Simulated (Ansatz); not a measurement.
Write a Python script for Ansatz's Python interface that makes an atomisation energy of C2HClZn, SMILES Cl[C]1=[CH][Zn]1. Settings (for the species named): PBE, def2-TZVP basis, multiplicity 1.

```yaml
atoms:
  - { symbol: Cl, position_ang: [-0.7513, -0.7447, 2.0538] }
  - { symbol: C, position_ang: [-0.3397, -0.1589, 0.4400] }
  - { symbol: C, position_ang: [0.5768, 0.1426, -0.4581] }
  - { symbol: Zn, position_ang: [-1.0967, 0.4701, -1.3550] }
  - { symbol: H, position_ang: [1.6609, 0.2173, -0.7221] }
```

`tae_c2hclzn.py`:
```python
# -*- coding: utf-8 -*-
"""Atomisation energy of C2HClZn at the given geometry."""

from collections import Counter

import ansatz as az


def energy_of(molecule, charge=0, unpaired=0):
    calc = (
        molecule.calculation()
        .basis(gaussian="def2-TZVP")  # atom-centred Gaussian functions
        .functional("PBE")
    )
    if charge:
        calc = calc.charge(charge)
    if unpaired:
        calc = calc.spin("collinear", total=unpaired)
    report = calc.run().report
    if report["published_state_doubts"]:
        print("  doubts:", report["published_state_doubts"])
    return report["free_energy_ev"]

geometry = (
    az.Crystal.molecule()
    .atom("Cl", (-0.7513, -0.7447, 2.0538))
    .atom("C", (-0.3397, -0.1589, 0.44))
    .atom("C", (0.5768, 0.1426, -0.4581))
    .atom("Zn", (-1.0967, 0.4701, -1.355))
    .atom("H", (1.6609, 0.2173, -0.7221))
)

# unpaired electrons of the ground-state atoms
unpaired = {"Cl": 1, "C": 2, "Zn": 0, "H": 1}
counts = Counter(site.symbol for site in geometry.cartesian_sites)
atom_energy = {s: energy_of(az.Crystal.molecule().atom(s, (0, 0, 0)), 0, unpaired[s]) for s in counts}
whole = energy_of(geometry, 0, 0)
for s, e in atom_energy.items():
    print(f"{s:2s} x{counts[s]}  {e:14.5f} eV")
print(f"C2HClZn: {whole:.5f} eV")
split = sum(counts[s] * e for s, e in atom_energy.items()) - whole
print(f"atomisation energy (no zero-point term): {split:.3f} eV, {split / sum(counts.values()):.3f} eV an atom")
```

```console
$ python tae_c2hclzn.py
Cl x1    -12516.10556 eV
C  x2     -1028.48074 eV
Zn x1    -48412.58992 eV
H  x1       -13.59523 eV
C2HClZn: -63013.92911 eV
atomisation energy (no zero-point term): 14.677 eV, 2.935 eV an atom
```

14.677 eV from the electronic energies, without the zero-point term.

Caveats:
- Total energies depend on the basis set; only differences at equal settings carry meaning.
- The geometry is a force-field or estimated start, not a minimum of this method, and the basis set is short of its limit. All parts are taken at fixed geometry, without zero-point energy.
- This functional overbinds, so such energies come out a few per cent too high (LDA far more).
- Run time: 10 s on 1 thread of Arm Neoverse V2, with other jobs on the host, peak memory 0.25 GiB.
